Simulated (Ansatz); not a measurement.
## H₄O₂SSi₂, SMILES O[Si]1(O)[SiH2]S1: a geometry optimisation, step by step

Program: Ansatz 0.2.0, Python API.

Run as a notebook:

In [1]:
```python
import itertools

import ansatz as az
from ase.data import atomic_numbers, covalent_radii
import numpy as np
```

In [2]:
```python
molecule = (
    az.Crystal.molecule()
    .atom("O", (0.537, 1.9566, 0.0572))
    .atom("Si", (0.6299, 0.3675, 0.182))
    .atom("O", (1.9374, -0.2147, -0.586))
    .atom("Si", (-0.924, -0.9272, 0.9627))
    .atom("S", (-0.9398, -0.3354, -1.1059))
    .atom("H", (-0.0323, 2.3128, -0.721))
    .atom("H", (1.8536, -0.4833, -1.4905))
    .atom("H", (-0.7781, -2.3959, 1.0297))
    .atom("H", (-2.1952, -0.3266, 1.6547))
)
```

In [3]:
```python
calc = molecule.calculation().basis(gaussian="def2-SVP").functional("cam_b3lyp").accuracy("medium")
symbols = [site.symbol for site in molecule.cartesian_sites]
start = np.array([site.position_ang for site in molecule.cartesian_sites], dtype=float)
def progress(event):
    if event["event"] == "relax_step":
        row = event["data"]
        print(f"step {row['step']:3d}  E = {row['lagrangian_ev']:.6f} eV  largest force component {row['allowed_force_max_ev_ang']:.4f} eV/A")
```

In [4]:
```python
r = calc.relax(force_tolerance=0.01, max_steps=100).session().plan().execute(on_event=progress).report
end = np.array(r["positions_ang"])
```
```text
step   1  E = -30739.263760 eV  largest force component 3.1924 eV/A
step   2  E = -30740.015237 eV  largest force component 1.0735 eV/A
step   3  E = -30740.090349 eV  largest force component 0.4073 eV/A
step   4  E = -30740.120728 eV  largest force component 0.1662 eV/A
step   5  E = -30740.137660 eV  largest force component 0.4792 eV/A
step   6  E = -30740.146111 eV  largest force component 0.2642 eV/A
step   7  E = -30740.182469 eV  largest force component 0.2078 eV/A
step   8  E = -30740.189052 eV  largest force component 0.5094 eV/A
step   9  E = -30740.209273 eV  largest force component 0.3188 eV/A
step  10  E = -30740.180220 eV  largest force component 1.2593 eV/A
step  11  E = -30740.215728 eV  largest force component 0.0434 eV/A
step  12  E = -30740.215839 eV  largest force component 0.0182 eV/A
step  13  E = -30740.215878 eV  largest force component 0.0075 eV/A
```

In [5]:
```python
print("reference energy %16.6f eV" % r["reference_energy_ev"])
print("total energy     %16.6f eV" % r["free_energy_ev"])
print("occupied orbitals outside the frozen core (up, down):", r["n_occupied"], " frozen:", r["n_frozen"], " virtual:", r["n_virtual"])
```
```text
reference energy    -30740.215995 eV
total energy        -30740.215995 eV
occupied orbitals outside the frozen core (up, down): [32, 32]  frozen: 0  virtual: [70, 70]
```

In [6]:
```python
# pairs closer than 1.2 times the sum of covalent radii, before or after
radius = [covalent_radii[atomic_numbers[s]] for s in symbols]
span = lambda where, i, j: np.linalg.norm(where[i] - where[j])
bonded = [(i, j) for i, j in itertools.combinations(range(len(symbols)), 2) if min(span(start, i, j), span(end, i, j)) < 1.2 * (radius[i] + radius[j])]
print("pair        before    after (A)")
for i, j in bonded:
    print(f"{symbols[i]}{i}-{symbols[j]}{j}".ljust(10), f"{span(start, i, j):8.4f} {span(end, i, j):8.4f}")
for first, second in list(itertools.combinations(bonded, 2)):
    shared = set(first) & set(second)
    if shared and symbols[(j := shared.pop())] != "H":
        i, k = sorted((set(first) | set(second)) - {j})
        u, v = end[i] - end[j], end[k] - end[j]
        angle = np.degrees(np.arccos(np.clip(u @ v / np.linalg.norm(u) / np.linalg.norm(v), -1, 1)))
        print(f"final angle {symbols[i]}{i}-{symbols[j]}{j}-{symbols[k]}{k}: {angle:.2f} deg")
```
```text
pair        before    after (A)
O0-Si1       1.5967   1.6411
O0-H5        1.0279   0.9626
Si1-O2       1.6243   1.6412
Si1-Si3      2.1680   2.2490
Si1-S4       2.1487   2.1356
O2-H6        0.9473   0.9626
Si3-S4       2.1516   2.2072
Si3-H7       1.4774   1.4860
Si3-H8       1.5670   1.4862
final angle Si1-O0-H5: 117.76 deg
final angle O0-Si1-O2: 103.05 deg
final angle O0-Si1-Si3: 125.39 deg
final angle O0-Si1-S4: 119.22 deg
final angle O2-Si1-Si3: 125.54 deg
final angle O2-Si1-S4: 118.41 deg
final angle Si1-O2-H6: 117.53 deg
final angle Si3-Si1-S4: 60.38 deg
final angle Si1-Si3-S4: 57.26 deg
final angle Si1-Si3-H7: 124.07 deg
final angle Si1-Si3-H8: 124.07 deg
final angle Si1-S4-Si3: 62.35 deg
final angle S4-Si3-H7: 113.81 deg
final angle S4-Si3-H8: 113.72 deg
final angle H7-Si3-H8: 110.12 deg
```

In [7]:
```python
charges = r["charge_distribution"]
print("dipole moment", round(4.803205 * float(np.linalg.norm(charges["dipole_moment_e_ang"])), 3), "D")
print("Mulliken:", [(s, round(q, 3)) for s, q in zip(symbols, charges["mulliken_charges_e"])])
```
```text
dipole moment 1.548 D
Mulliken: [('O', -0.351), ('Si', 0.645), ('O', -0.352), ('Si', 0.167), ('S', -0.386), ('H', 0.202), ('H', 0.201), ('H', -0.063), ('H', -0.063)]
```

Notes:
- The settings weren't tested for convergence.
- The end point is the stationary point reached from this start; no frequency run checks that it is a minimum, and the basis set is modest.
- It ran for 70 s on 1 thread of Arm Neoverse V2, with other jobs on the host, peak memory 0.35 GiB.

(Lines on the test bed's own set-up are left out of the output.)
